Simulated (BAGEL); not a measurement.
# doublet CH3BClNO+: levels of theory compared

Aim: a comparison of 3 runs (ROHF/6-31G*, ROHF/cc-pVDZ, UHF/cc-pVDZ) of doublet CH3BClNO+. 

Program for the calculation: BAGEL 1.2.2.

## (1) The system as given

CH3BClNO+: 8 atoms, total charge +1, spin state doublet. SMILES of the parent species: `[H]/N=C\B(O)Cl`. Geometry: relaxed at PBE0-D4/def2-TZVP. This is one conformer, not always the lowest. That shape belongs to the parent species and isn't relaxed for this state.

Bond lengths: N1–C2 1.270 Å, C2–B3 1.571 Å, B3–O4 1.342 Å, B3–Cl5 1.771 Å, N1–H6 1.025 Å, C2–H7 1.096 Å, O4–H8 0.962 Å. Angles: N1–C2–B3 126.2°, C2–B3–O4 119.1°, C2–B3–Cl5 119.9°, O4–B3–Cl5 121.0°, N1–C2–H7 116.5°, B3–C2–H7 117.2°, C2–N1–H6 110.1°, B3–O4–H8 114.5°.

## (2) The energy at ROHF/6-31G(d) (density fitting with qzvpp-jkfit, spherical functions) (run 1)

The input, hf.json:

```json
{ "bagel": [

{
  "title": "molecule",
  "basis": "6-31gs.json",
  "df_basis": "qzvpp-jkfit",
  "angstrom": "true",
  "geometry": [
    { "atom": "N", "xyz": [      -0.428500,       1.745600,       0.743700 ] },
    { "atom": "C", "xyz": [      -0.322700,       0.482100,       0.812400 ] },
    { "atom": "B", "xyz": [       0.172300,      -0.471900,      -0.334000 ] },
    { "atom": "O", "xyz": [       0.230100,      -1.793200,      -0.105500 ] },
    { "atom": "Cl", "xyz": [       0.644400,       0.203500,      -1.901500 ] },
    { "atom": "H", "xyz": [      -0.141000,       2.072800,      -0.183700 ] },
    { "atom": "H", "xyz": [      -0.604600,       0.018200,       1.764400 ] },
    { "atom": "H", "xyz": [       0.542100,      -2.314100,      -0.851700 ] }
  ]
},

{ "title": "rohf", "charge": 1, "nopen": 1 },

{ "title": "print", "file": "orbitals.molden", "orbitals": "true" }

]}
```

The basis set 6-31G* is read from a file made from the Basis Set Exchange's data (not shown).

The run is started by

```sh
$ BAGEL_NUM_THREADS=1 BAGEL hf.json > hf.out
```

What it wrote:

```text
* using 1 threads per process

  ===============================================================
  ===============================================================

  *** Geometry ***

  { "atom" : "N", "xyz" : [     -0.809748,      3.298706,      1.405389 ] },
  { "atom" : "C", "xyz" : [     -0.609815,      0.911037,      1.535214 ] },
  { "atom" : "B", "xyz" : [      0.325600,     -0.891762,     -0.631169 ] },
  { "atom" : "O", "xyz" : [      0.434826,     -3.388657,     -0.199366 ] },
  { "atom" : "Cl", "xyz" : [      1.217740,      0.384559,     -3.593314 ] },
  { "atom" : "H", "xyz" : [     -0.266451,      3.917024,     -0.347143 ] },
  { "atom" : "H", "xyz" : [     -1.142528,      0.034393,      3.334233 ] },
  { "atom" : "H", "xyz" : [      1.024421,     -4.373015,     -1.609480 ] },

  Number of auxiliary basis functions:      486

  Since a DF basis is specified, we compute 2- and 3-index integrals:
    o Being stored without compression. Storage requirement is 0.025 GB

  Number of basis functions:       80
  Number of electrons      :       46

    * METHOD: MOLECULE                             0.17

  *** Open-shell HF ***

  === Nuclear Repulsion ===
   190.5649547877

      * DIIS with orbital gradients will be used.

  === ROHF iteration (6-31gs.json) ===
      0       -652.56130532          0.04256014           0.09
      1       -652.67569299          0.03583653           0.09
      2       -652.71838522          0.02882833           0.09
      3       -652.80751275          0.00470430           0.09
      4       -652.81404478          0.00300978           0.09
      5       -652.82150371          0.00193021           0.09
      6       -652.82488682          0.00089791           0.09
      7       -652.82619077          0.00024389           0.09
      8       -652.82606130          0.00009846           0.09
      9       -652.82610873          0.00003898           0.09
[... 10 lines of this table left out ...]
     20       -652.82612096          0.00000002           0.09
     21       -652.82612096          0.00000002           0.09
     22       -652.82612096          0.00000001           0.09
     23       -652.82612096          0.00000001           0.09
    * SCF iteration converged.

    * S^2 (ROHF) is 0.7500

    * Permanent dipole moment:
           (    0.573663,    -0.833729,    -1.411242) a.u.

    * METHOD: ROHF                                 2.31

    * METHOD: PRINT                                0.01

  ===============================================================
```

Run time: 2.6 s. Hardware: 1 thread of Intel Xeon 6975P-C (Granite Rapids), shared host.

## (3) The energy at ROHF/cc-pVDZ (density fitting with qzvpp-jkfit) (run 2)

The input, hf.json:

```json
{ "bagel" : [

{
  "title" : "molecule",
  "basis" : "cc-pvdz.json",
  "df_basis" : "qzvpp-jkfit",
  "angstrom" : true,
  "geometry" : [
    { "atom" : "N", "xyz" : [      -0.428500,       1.745600,       0.743700 ] },
    { "atom" : "C", "xyz" : [      -0.322700,       0.482100,       0.812400 ] },
    { "atom" : "B", "xyz" : [       0.172300,      -0.471900,      -0.334000 ] },
    { "atom" : "O", "xyz" : [       0.230100,      -1.793200,      -0.105500 ] },
    { "atom" : "Cl", "xyz" : [       0.644400,       0.203500,      -1.901500 ] },
    { "atom" : "H", "xyz" : [      -0.141000,       2.072800,      -0.183700 ] },
    { "atom" : "H", "xyz" : [      -0.604600,       0.018200,       1.764400 ] },
    { "atom" : "H", "xyz" : [       0.542100,      -2.314100,      -0.851700 ] }
  ]
},

{ "title" : "rohf", "charge" : 1, "nopen" : 1 },

{ "title" : "print", "file" : "orbitals.molden", "orbitals" : true }

]}
```

The basis set cc-pVDZ is read from a file made from the Basis Set Exchange's data (not shown).

The run is started by

```sh
$ BAGEL_NUM_THREADS=1 BAGEL hf.json > hf.out
```

What it wrote:

```text
* using 1 threads per process

  ===============================================================
  ===============================================================

  *** Geometry ***

  { "atom" : "N", "xyz" : [     -0.809748,      3.298706,      1.405389 ] },
  { "atom" : "C", "xyz" : [     -0.609815,      0.911037,      1.535214 ] },
  { "atom" : "B", "xyz" : [      0.325600,     -0.891762,     -0.631169 ] },
  { "atom" : "O", "xyz" : [      0.434826,     -3.388657,     -0.199366 ] },
  { "atom" : "Cl", "xyz" : [      1.217740,      0.384559,     -3.593314 ] },
  { "atom" : "H", "xyz" : [     -0.266451,      3.917024,     -0.347143 ] },
  { "atom" : "H", "xyz" : [     -1.142528,      0.034393,      3.334233 ] },
  { "atom" : "H", "xyz" : [      1.024421,     -4.373015,     -1.609480 ] },

  Number of auxiliary basis functions:      486

  Since a DF basis is specified, we compute 2- and 3-index integrals:
    o Being stored without compression. Storage requirement is 0.031 GB

  Number of basis functions:       89
  Number of electrons      :       46

    * METHOD: MOLECULE                             0.25

  *** Open-shell HF ***

  === Nuclear Repulsion ===
   190.5649547877

      * DIIS with orbital gradients will be used.

  === ROHF iteration (cc-pvdz.json) ===
      0       -652.61733452          0.03069844           0.11
      1       -652.74350705          0.02734971           0.11
      2       -652.78927447          0.02059502           0.11
      3       -652.85975995          0.00405845           0.11
      4       -652.86593075          0.00260719           0.11
      5       -652.87309158          0.00164236           0.11
      6       -652.87615738          0.00072397           0.10
      7       -652.87746319          0.00019921           0.11
      8       -652.87730278          0.00010966           0.11
      9       -652.87737982          0.00004244           0.11
[... 10 lines of this table left out ...]
     20       -652.87737225          0.00000002           0.11
     21       -652.87737225          0.00000002           0.11
     22       -652.87737225          0.00000001           0.10
     23       -652.87737225          0.00000001           0.10
    * SCF iteration converged.

    * S^2 (ROHF) is 0.7500

    * Permanent dipole moment:
           (    0.581583,    -0.837273,    -1.433022) a.u.

    * METHOD: ROHF                                 2.71

    * METHOD: PRINT                                0.01

  ===============================================================
```

Run time: 3.3 s. Hardware: 1 thread of Intel Xeon 6975P-C (Granite Rapids), shared host.

## (4) A single-point energy at UHF/cc-pVDZ (density fitting with qzvpp-jkfit) (run 3)

The input, hf.json:

```json
{ "bagel": [

{
  "title": "molecule",
  "basis": "cc-pvdz.json",
  "df_basis": "qzvpp-jkfit",
  "angstrom": true,
  "geometry": [
    { "atom": "N", "xyz": [      -0.428500,       1.745600,       0.743700 ] },
    { "atom": "C", "xyz": [      -0.322700,       0.482100,       0.812400 ] },
    { "atom": "B", "xyz": [       0.172300,      -0.471900,      -0.334000 ] },
    { "atom": "O", "xyz": [       0.230100,      -1.793200,      -0.105500 ] },
    { "atom": "Cl", "xyz": [       0.644400,       0.203500,      -1.901500 ] },
    { "atom": "H", "xyz": [      -0.141000,       2.072800,      -0.183700 ] },
    { "atom": "H", "xyz": [      -0.604600,       0.018200,       1.764400 ] },
    { "atom": "H", "xyz": [       0.542100,      -2.314100,      -0.851700 ] }
  ]
},

{
  "title": "uhf",
  "charge": 1,
  "nopen": 1
},

{
  "title": "print",
  "file": "orbitals.molden",
  "orbitals": true
}

]}
```

The basis set cc-pVDZ is read from a file made from the Basis Set Exchange's data (not shown).

The run is started by

```sh
$ BAGEL_NUM_THREADS=1 BAGEL hf.json > hf.out
```

What it wrote:

```text
* using 1 threads per process

  ===============================================================
  ===============================================================

  *** Geometry ***

  { "atom" : "N", "xyz" : [     -0.809748,      3.298706,      1.405389 ] },
  { "atom" : "C", "xyz" : [     -0.609815,      0.911037,      1.535214 ] },
  { "atom" : "B", "xyz" : [      0.325600,     -0.891762,     -0.631169 ] },
  { "atom" : "O", "xyz" : [      0.434826,     -3.388657,     -0.199366 ] },
  { "atom" : "Cl", "xyz" : [      1.217740,      0.384559,     -3.593314 ] },
  { "atom" : "H", "xyz" : [     -0.266451,      3.917024,     -0.347143 ] },
  { "atom" : "H", "xyz" : [     -1.142528,      0.034393,      3.334233 ] },
  { "atom" : "H", "xyz" : [      1.024421,     -4.373015,     -1.609480 ] },

  Number of auxiliary basis functions:      486

  Since a DF basis is specified, we compute 2- and 3-index integrals:
    o Being stored without compression. Storage requirement is 0.031 GB

  Number of basis functions:       89
  Number of electrons      :       46

    * METHOD: MOLECULE                             0.18

  *** Open-shell HF ***

  === Nuclear Repulsion ===
   190.5649547877

      * DIIS with orbital gradients will be used.

  === UHF iteration (cc-pvdz.json) ===
      0       -652.61733452          0.03069844           0.11
      1       -652.75175091          0.02701343           0.11
      2       -652.80083772          0.01983131           0.10
      3       -652.86695800          0.00358493           0.12
      4       -652.87298954          0.00236828           0.13
      5       -652.88004784          0.00145570           0.11
      6       -652.88423348          0.00047975           0.10
      7       -652.88456932          0.00022654           0.10
      8       -652.88499194          0.00014881           0.10
      9       -652.88532063          0.00012052           0.10
[... 12 lines of this table left out ...]
     22       -652.88638356          0.00000006           0.10
     23       -652.88638356          0.00000003           0.11
     24       -652.88638356          0.00000002           0.11
     25       -652.88638356          0.00000001           0.11
    * SCF iteration converged.

    * S^2 (UHF) is 0.9176

    * Permanent dipole moment:
           (    0.598826,    -0.959053,    -1.446783) a.u.

    * METHOD: UHF                                  2.92

    * METHOD: PRINT                                0.01

  ===============================================================
```

It took 3.3 s on 1 thread of Intel Xeon 6975P-C (Granite Rapids), shared host.

## (5) The series

| run | level | energy (Eh) | ⟨S²⟩ | wall time |
| --- | --- | --- | --- | --- |
| 1 | ROHF/6-31G* (density fitting with qzvpp-jkfit, spherical functions) | -652.826121 | 0.750 | 2.6 s |
| 2 | ROHF/cc-pVDZ (density fitting with qzvpp-jkfit) | -652.877372 | 0.750 | 3.3 s |
| 3 | UHF/cc-pVDZ (density fitting with qzvpp-jkfit) | -652.886384 | 0.918 | 3.3 s |

## (6) Results

| quantity | value |
| --- | --- |
| run 3: total energy | -652.88638 Eh |
| run 3: ⟨S²⟩ | 0.918 |

**Reading.** Spin contamination of the reference: run 3 ⟨S²⟩ = 0.92. All runs together took 9.3 s, the longest 3.3 s.
